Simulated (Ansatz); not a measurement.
# doublet GaH2O2F+: levels of theory compared

We compute a comparison of 6 runs (U-r2SCAN/6-31G*, UB2PLYP/6-31G*, UCAM-B3LYP/6-31G*, UPBE/6-31G*, RPA@PBE0/6-31G*, UCCSD(T)/6-31G*) of doublet GaH2O2F+. 

The results are computed with Ansatz 0.2.0.

62 further runs of the same task are left out: 62 set aside as unsound or not needed.

## (1) The structure to begin with

The species is GaH2O2F+ (6 atoms), meant as a doublet with charge +1. SMILES of the parent species: `[OH][Ga]([OH])[F]`. The shape is that of a PBE0-D4/def2-TZVP optimisation. This is one conformer, not always the lowest. That shape belongs to the parent species and isn't relaxed for this state.

Bond lengths: O1–Ga2 1.769 Å, Ga2–O3 1.762 Å, Ga2–F4 1.743 Å, O1–H5 0.960 Å, O3–H6 0.960 Å. Angles: O1–Ga2–O3 123.2°, O1–Ga2–F4 118.9°, O3–Ga2–F4 117.8°, Ga2–O1–H5 113.2°, Ga2–O3–H6 112.9°.

## (2) The energy at U-r2SCAN/6-31G(d) (spherical functions) (run 1)

Contents of molecule.yaml:

```yaml
crystal:
  periodic: [false, false, false]
  atoms:
    - symbol: O
      position_ang: [-0.297200, 1.351000, -0.574800]
    - symbol: Ga
      position_ang: [-0.068200, -0.342400, -0.117600]
    - symbol: O
      position_ang: [0.794400, -0.842300, 1.335300]
    - symbol: F
      position_ang: [-0.722600, -1.588800, -1.144800]
    - symbol: H
      position_ang: [-0.788800, 1.459000, -1.392800]
    - symbol: H
      position_ang: [1.124200, -0.100400, 1.848500]
basis:
  gaussian: {orbitals: 6-31G_st_-spherical.json}
total_charge: 1
magnetization: {spin_polarized: true, initial_magnetization: 1}
hamiltonian: {xc: {name: r2SCAN}}
accuracy: high
output: {orbitals: {seedname: orbitals}}
```

The basis set 6-31G* is read from a file made from the Basis Set Exchange's data (not shown).

Started as:

```
$ ansatz run molecule.yaml --threads 1 --pin off --max-ram 3480MiB --events-out events.jsonl --progress --plain --runs-dir runs
```

Log:

```text
Warning: RAYON_NUM_THREADS=1 ignored (pool sized by the plan → 1); use --threads N
Functional definition: r2SCAN
  name "r2SCAN"
  parameter k0 = 0.174
  parameter k1 = 0.065
  parameter a1 = 4.9479
  exchange = r2scan_x(k0 = k0, k1 = k1, a1 = a1)
  correlation = r2scan_c
1621 factors; integrals over basis functions are off by at most 4.1e-9 eV
mean field evaluation 1: about -59184.0267 eV, gradient 7.1e1 eV
mean field evaluation 2: about -59087.7142 eV, gradient 1.6e2 eV
mean field evaluation 4: about -59196.7944 eV, gradient 2.8e1 eV
mean field evaluation 8: about -59199.9576 eV, gradient 1.4e1 eV
mean field evaluation 16: about -59201.0211 eV, gradient 4.4e-1 eV
mean field evaluation 32: about -59201.0274 eV, gradient 2.4e-5 eV
mean field evaluation 64: about -59200.8190 eV, gradient 3.1e0 eV
mean field evaluation 96: about -59200.9849 eV, gradient 1.1e0 eV
mean field -59201.02738065 eV, -2175.5976283412 hartree, gradient 1.5e-8 eV, S^2 0.761132; 10 other end points of the search recorded, 0 dependent functions left out
reference -59201.02739067 eV, -2175.5976287095 hartree; 29, 28 occupied and 49, 50 virtual orbitals, 1621 factors
Total energy: -59201.02739067 eV, -2175.5976287095 hartree
```

Run time: 2.3 min. Hardware: 1 thread of Arm Neoverse V2, shared host; peak memory 0.4 GiB.

## (3) A single-point energy at UB2PLYP/6-31G(d) (spherical functions) (run 2)

Contents of in.yaml:

```yaml
crystal:
  periodic: [false, false, false]
  atoms:
    - {symbol: O, position_ang: [-0.297200, 1.351000, -0.574800]}
    - {symbol: Ga, position_ang: [-0.068200, -0.342400, -0.117600]}
    - {symbol: O, position_ang: [0.794400, -0.842300, 1.335300]}
    - {symbol: F, position_ang: [-0.722600, -1.588800, -1.144800]}
    - {symbol: H, position_ang: [-0.788800, 1.459000, -1.392800]}
    - {symbol: H, position_ang: [1.124200, -0.100400, 1.848500]}
basis:
  gaussian:
    orbitals: 6-31G_st_-spherical.json
total_charge: 1
magnetization:
  spin_polarized: true
  initial_magnetization: 1
hamiltonian:
  xc: {name: B2PLYP}
correlation:
  frozen_orbitals: {F: 1, Ga: 9, H: 0, O: 1}
accuracy: high
output:
  orbitals: {seedname: orbitals}
```

The basis set 6-31G* is read from a file made from the Basis Set Exchange's data (not shown).

Started as:

```
$ ansatz run in.yaml --threads 1 --pin off --max-ram 3480MiB --events-out events.jsonl --progress --plain --runs-dir runs
```

Log, shortened:

```text
Warning: RAYON_NUM_THREADS=1 ignored (pool sized by the plan → 1); use --threads N
Functional definition: B2PLYP
  name "B2PLYP"
[...]
1621 factors; integrals over basis functions are off by at most 4.1e-9 eV
[...]
mean field -59181.90753775 eV, -2174.8949870744 hartree, gradient 3.4e-8 eV, S^2 0.770260; 4 other end points of the search recorded, 0 dependent functions left out
12 core orbitals not correlated: weight in the atoms' cores, before any rotation towards them, 1.000 or more for the frozen orbitals, at most 0.000 for the correlated occupied ones
reference -59181.90756309 eV, -2174.8949880059 hartree; 17, 16 occupied and 49, 50 virtual orbitals, 1621 factors
second order -25.05874831 eV of doubles, -0.00000000 eV of singles
Total energy: -59188.67342514 eV, -2175.1436288500 hartree
```

Run time: 44 s. Hardware: 1 thread of Arm Neoverse V2, shared host; peak memory 0.37 GiB.

## (4) A single-point energy at UCAM-B3LYP/6-31G(d) (spherical functions) (run 3)

Contents of run.yaml:

```yaml
crystal:
  periodic: [false, false, false]
  atoms:
    - {symbol: O, position_ang: [-0.297200, 1.351000, -0.574800]}
    - {symbol: Ga, position_ang: [-0.068200, -0.342400, -0.117600]}
    - {symbol: O, position_ang: [0.794400, -0.842300, 1.335300]}
    - {symbol: F, position_ang: [-0.722600, -1.588800, -1.144800]}
    - {symbol: H, position_ang: [-0.788800, 1.459000, -1.392800]}
    - {symbol: H, position_ang: [1.124200, -0.100400, 1.848500]}
basis:
  gaussian:
    orbitals: 6-31G_st_-spherical.json
total_charge: 1
magnetization:
  spin_polarized: true
  initial_magnetization: 1
hamiltonian:
  xc: {name: CAM-B3LYP}
accuracy: high
output: {orbitals: {seedname: orbitals}}
```

The basis set 6-31G* is read from a file made from the Basis Set Exchange's data (not shown).

Started as:

```
$ ansatz run run.yaml --threads 1 --pin off --max-ram 3480MiB --events-out events.jsonl --progress --plain --runs-dir runs
```

Log, shortened:

```text
Warning: RAYON_NUM_THREADS=1 ignored (pool sized by the plan → 1); use --threads N
Functional definition: CAM-B3LYP
  name "CAM-B3LYP"
[...]
1621 factors; integrals over basis functions are off by at most 4.1e-9 eV
370 factors; integrals over basis functions are off by at most 1.9e-9 eV
[...]
mean field -59205.26461426 eV, -2175.7533438042 hartree, gradient 9.8e-8 eV, S^2 0.773073; 6 other end points of the search recorded, 0 dependent functions left out
reference -59205.26463363 eV, -2175.7533445160 hartree; 29, 28 occupied and 49, 50 virtual orbitals, 1621 factors
Total energy: -59205.26463363 eV, -2175.7533445160 hartree
```

Wall time 30 s (1 thread of Arm Neoverse V2, shared host); peak memory 0.43 GiB.

Runs 4 to 5 aren't shown in full; the table further down has their settings and results.

## (5) A single-point energy at UCCSD(T)/6-31G(d) (spherical functions) (run 6)

Contents of input.yaml:

```yaml
crystal:
  periodic: [false, false, false]
  atoms:
    - symbol: O
      position_ang: [-0.297200, 1.351000, -0.574800]
    - symbol: Ga
      position_ang: [-0.068200, -0.342400, -0.117600]
    - symbol: O
      position_ang: [0.794400, -0.842300, 1.335300]
    - symbol: F
      position_ang: [-0.722600, -1.588800, -1.144800]
    - symbol: H
      position_ang: [-0.788800, 1.459000, -1.392800]
    - symbol: H
      position_ang: [1.124200, -0.100400, 1.848500]
basis:
  gaussian:
    orbitals: 6-31G_st_-spherical.json
scf:
  omitted_lower_state_checks: [cluster_reference, increment]
accuracy: high
total_charge: 1
correlation:
  method: ccsd_t
  frozen_orbitals: {F: 1, Ga: 9, H: 0, O: 1}
magnetization:
  spin_polarized: true
  initial_magnetization: 1
```

The basis set 6-31G* is read from a file made from the Basis Set Exchange's data (not shown).

Started as:

```
$ ansatz run input.yaml --threads 1 --pin off --max-ram 3480MiB --events-out events.jsonl --progress --plain --runs-dir runs
```

Log:

```text
Warning: RAYON_NUM_THREADS=1 ignored (pool sized by the plan → 1); use --threads N
[... 14 lines left out ...]
12 core orbitals not correlated: weight in the atoms' cores, before any rotation towards them, 1.000 or more for the frozen orbitals, at most 0.000 for the correlated occupied ones
[... 49 lines left out ...]
Total energy: -59149.97272607 eV, -2173.7214043914 hartree
Checks for a lower state left out: cluster_reference, increment
```

Wall time 2.1 min (1 thread of Arm Neoverse V2, shared host); peak memory 0.67 GiB.

## (6) Overview of the runs

```csv
run,level,frozen core orbitals,energy (Eh),HOMO energy (eV),LUMO energy (eV),⟨S²⟩,wall time
1,U-r2SCAN/6-31G* (spherical functions),–,-2175.597629,-14.94,-14.84,0.761,2.3 min
2,UB2PLYP/6-31G* (spherical functions),12,-2175.143629,-16.21,-12.66,0.770,44 s
3,UCAM-B3LYP/6-31G* (spherical functions),–,-2175.753345,-16.85,-13.23,0.773,30 s
4,UPBE/6-31G* (spherical functions),–,-2175.191446,-14.77,-14.74,0.755,35 s
5,RPA@PBE0/6-31G* (spherical functions),12,-2173.926948,–,–,0.769,39 s
6,UCCSD(T)/6-31G* (spherical functions),12,-2173.721404,–,–,0.756,2.1 min
```

## (7) Results

```
                                           quantity           value
                                run 6: total energy  -2173.72140 Eh
run 6: correlation energy (12 core orbitals frozen)      -742.5 mEh
                              run 6: (T) correction      -16.25 mEh
           run 6: ⟨S²⟩ of the reference determinant           0.756
                               run 6: T1 diagnostic           0.043
```

Totals of different functionals can't be ranked against each other. All runs together took 6.9 min, the longest 2.3 min.
